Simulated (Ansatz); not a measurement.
# GaSiO+ (quintet): the correlation ladder, cc-pVDZ

Aim: climb from Hartree-Fock through coupled cluster for GaSiO+ (quintet) at one geometry and basis, and see what each rung misses.

Computed with Ansatz 0.2.0, Gaussian basis. Level: cc-pVDZ, core rule «outside noble gas», up to 20 orbitals frozen.

Plan: UHF; CCSD(T) on ROHF; CCSD(T) on UHF; BCCD(T) on ROHF; CISD; CCSDT(Q) on ROHF; CCSDT(Q) on UHF.

47 further runs of the same task are left out: 7 for a known fault of the program, 29 that didn't finish, 11 set aside as unsound or not needed.

### Step 1. The system

The geometry is a PBE0/def2-TZVP stationary point (not a proven minimum) of the parent state, kept for this charge and spin. No spin-orbit coupling is included. The filled d shell of Ga may be among the frozen orbitals whatever the setting's name suggests; the logs give the count.

3 atoms, charge 1, spin multiplicity 5.

Atoms are counted from 1 here; the program's logs count them from 0.

Bond lengths: O1–Ga2 1.670 Å, Ga2–Si3 2.328 Å. Angles: O1–Ga2–Si3 180.0°.

### Step 2. UHF

Contents of in.yaml:

```yaml
crystal:
  periodic: [false, false, false]
  atoms:
    - {symbol: O, position_ang: [0.000000, 0.000000, -1.889360]}
    - {symbol: Ga, position_ang: [0.000000, 0.000000, -0.219260]}
    - {symbol: Si, position_ang: [0.000000, 0.000000, 2.108620]}
basis:
  gaussian: {orbitals: cc-pVDZ}
total_charge: 1
magnetization: {spin_polarized: true, initial_magnetization: 4}
hamiltonian: {xc: hf}
output: {orbitals: {seedname: orbitals}}
```

On the command line:

```sh
$ ansatz run in.yaml --threads 1 --pin off --events-out ev --progress --plain --max-ram 2393MiB
```

After this run come: CCSD(T) on ROHF; CCSD(T) on UHF; BCCD(T) on ROHF; CISD; CCSDT(Q) on ROHF; CCSDT(Q) on UHF.

Q: Predict the results of all the runs planned. Wanted: UCCSDT(Q) below the RHF energy; RMP2 from UCCSDT(Q); UMP2 from UCCSDT(Q); RCCSD from UCCSDT(Q); RCCSD(T) from UCCSDT(Q); UCCSD(T) from UCCSDT(Q); RCCSDT(Q) from UCCSDT(Q); T1 diagnostic.

The runs gave:

| quantity | value |
| --- | --- |
| UCCSDT(Q) below the RHF energy | -7.1625 eV |
| RMP2 from UCCSDT(Q) | +25.61 kcal/mol |
| UMP2 from UCCSDT(Q) | +25.50 kcal/mol |
| RCCSD from UCCSDT(Q) | +6.54 kcal/mol |
| RCCSD(T) from UCCSDT(Q) | +1.64 kcal/mol |
| UCCSD(T) from UCCSDT(Q) | +1.58 kcal/mol |
| RCCSDT(Q) from UCCSDT(Q) | +0.15 kcal/mol |
| levels within 1 kcal/mol (43 meV) | RCCSDT, UCCSDT, RCCSDT(Q) |
| T1 diagnostic | 0.040 |

RCCSD(T) lands +1.64 kcal/mol from the yardstick (1.0 % of the correlation energy). These misses are within one basis, not against nature; the frozen cores of restricted and unrestricted runs differ, which can shift their rows.
